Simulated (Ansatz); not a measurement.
# HfB2: the cost of one run

Computed with Ansatz 0.2.0 (DFT PBE, scalar-relativistic, plane waves, PAW, unless a step's input says otherwise).

### Step 1. The structure to begin with

The structure is hexagonal, space group P6/mmm (No. 191). Conventional cell: a = 3.140 Å, b = 3.140 Å, c = 3.480 Å, α = 90.00°, β = 90.00°, γ = 120.00°. Around Hf (site symmetry 6/mmm) lie 12 B at 2.51 Å. Around B (site symmetry -6m2) lie 3 B at 1.81 Å and 6 Hf at 2.51 Å.

Structure file:

```
CELL_PARAMETERS angstrom
3.14000 0.00000 0.00000
-1.57000 2.71932 0.00000
0.00000 0.00000 3.48000
ATOMIC_POSITIONS crystal
Hf 0.00000 0.00000 0.00000
B 0.33333 0.66667 0.50000
B 0.66667 0.33333 0.50000
```

### Step 2. First run, at the start cell

input.yaml reads:

```yaml
crystal:
  lattice:
    - [3.14, 0.0, 0.0]
    - [-1.57, 2.7193197679, 0.0]
    - [0.0, 0.0, 3.48]
  atoms:
    - { symbol: Hf, position: [0.0, 0.0, 0.0] }
    - { symbol: B, position: [0.3333333333, 0.6666666667, 0.5] }
    - { symbol: B, position: [0.6666666667, 0.3333333333, 0.5] }
basis:
  ecutwfc: 420
  ecutrho_ratio: 4
kpoints:
  mp_grid: { grid: [14, 14, 12] }
hamiltonian:
  xc: pbe
  pseudopotentials: { kind: paw, frozen_core: stored }
scf:
  occupations: { method: gaussian, width: 0.05 }
output:
  forces: true
  stress: true
  eigenvalues: true
relax:
  f_tol: 0.01
  max_steps: 60
  cell: { stress_tol: 0.04 }
```

Command:

```bash
> ansatz run input.yaml --threads 1 --pin off --max-ram 2560MiB --backend cpu --events-out ev --progress --plain --runs-dir out
```

**Question.** How long does this run take on 1 thread of Intel Xeon Platinum 8375C at 2.90GHz (Ice Lake), shared host, and how much memory does it need?

About 25 s, with a peak of 0.46 GiB.
